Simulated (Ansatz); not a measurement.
# AsH₂+ (triplet): the correlation ladder, cc-pVTZ

How much of the correlation energy of AsH₂+ (triplet) does each wave-function method recover here?

Computed with Ansatz 0.2.0, Gaussian basis. Level: cc-pVTZ, core rule «outside noble gas», up to 14 orbitals frozen.

To be run: UHF; CCSD(T) on ROHF; CCSD(T) on UHF; BCCD(T) on ROHF; CISD as a restricted active space (open shells left free, so some higher excitations enter); CCSDT(Q) on ROHF; CCSDT(Q) on UHF; CASSCF and MRCISD+Q, 6 electrons in 6 orbitals; CASSCF and NEVPT2, 6 electrons in 6 orbitals; Full CI.

3 further runs of the same task are left out: 3 set aside as unsound or not needed. Runs told in other sessions of the task aren't counted.

## (1) The geometry

The geometry is a PBE0/def2-TZVP stationary point (not a proven minimum) of the parent state, kept for this charge and spin. No spin-orbit coupling is included. The filled d shell of As may be among the frozen orbitals whatever the setting's name suggests.

3 atoms, charge 1, spin multiplicity 3.

Atoms are counted from 1 here; the program's logs count them from 0.

Bond lengths: As1–H2 1.530 Å, As1–H3 1.530 Å. Angles: H2–As1–H3 91.0°.

## (2) UHF

File in.yaml:

```yaml
crystal:
  periodic: [false, false, false]
  atoms:
    - {symbol: As, position_ang: [0.000000, -0.028106, 0.000000]}
    - {symbol: H, position_ang: [0.000000, 1.044592, -1.090899]}
    - {symbol: H, position_ang: [0.000000, 1.044590, 1.090902]}
basis:
  gaussian: {orbitals: cc-pVTZ}
total_charge: 1
magnetization: {spin_polarized: true, initial_magnetization: 2}
hamiltonian: {xc: hf}
output: {orbitals: {seedname: orbitals}}
```

On the command line:

```
> ansatz run in.yaml --threads 1 --pin off --events-out ev --progress --plain --max-ram 2624MiB --backend cpu
```

After this run come: CCSD(T) on ROHF; CCSD(T) on UHF; BCCD(T) on ROHF; CISD as a restricted active space (open shells left free, so some higher excitations enter); CCSDT(Q) on ROHF; CCSDT(Q) on UHF; CASSCF and MRCISD+Q, 6 electrons in 6 orbitals; CASSCF and NEVPT2, 6 electrons in 6 orbitals; Full CI.

Q: Predict the results of all the runs planned. Wanted: FCI from the RHF energy; RMP2 from FCI; UMP2 from FCI; RCCSD from FCI; RCCSD(T) from FCI; UCCSD(T) from FCI; RCCSDT(Q) from FCI; UCCSDT(Q) from FCI; NEVPT2 valence from FCI.

The runs gave:

| quantity | value |
| --- | --- |
| FCI from the ROHF energy | -3.3807 eV |
| RMP2 from FCI | +16.44 kcal/mol |
| UMP2 from FCI | +16.22 kcal/mol |
| RCCSD from FCI | +2.70 kcal/mol |
| RCCSD(T) from FCI | +0.51 kcal/mol |
| UCCSD(T) from FCI | +0.21 kcal/mol |
| RCCSDT(Q) from FCI | -0.01 kcal/mol |
| UCCSDT(Q) from FCI | -0.32 kcal/mol |
| NEVPT2 valence from FCI | +13.64 kcal/mol |
| MRCISD+Q valence from FCI | +0.45 kcal/mol |
| levels within 1 kcal/mol (43 meV) | RCCSD(T), UCCSD(T), BCCD(T), RCCSDT, UCCSDT, RCCSDT(Q), UCCSDT(Q), MRCISD+Q valence |
| T1 diagnostic | 0.022 |
| effectively unpaired electrons | 2.03 |

What this shows: RCCSD(T) misses by +0.51 kcal/mol, 0.7 % of the correlation energy. UCCSDT, UCCSDT(Q) fall below full CI: unrestricted runs freeze a spin-polarised core, another one than full CI's, and coupled cluster isn't variational. One determinant dominates. Of the multireference levels listed MRCISD+Q valence comes nearest in total energy (+0.45 kcal/mol), which doesn't show that its space is the better one. These misses are within one basis, not against nature; the frozen cores of restricted and unrestricted runs differ, which can shift their rows.

Levels on UHF freeze UHF's core orbitals, full CI those of ROHF, so the U rows can settle a little off it for that reason alone.

With open shells the CI space here admits some higher excitations, so it is larger than plain CISD.
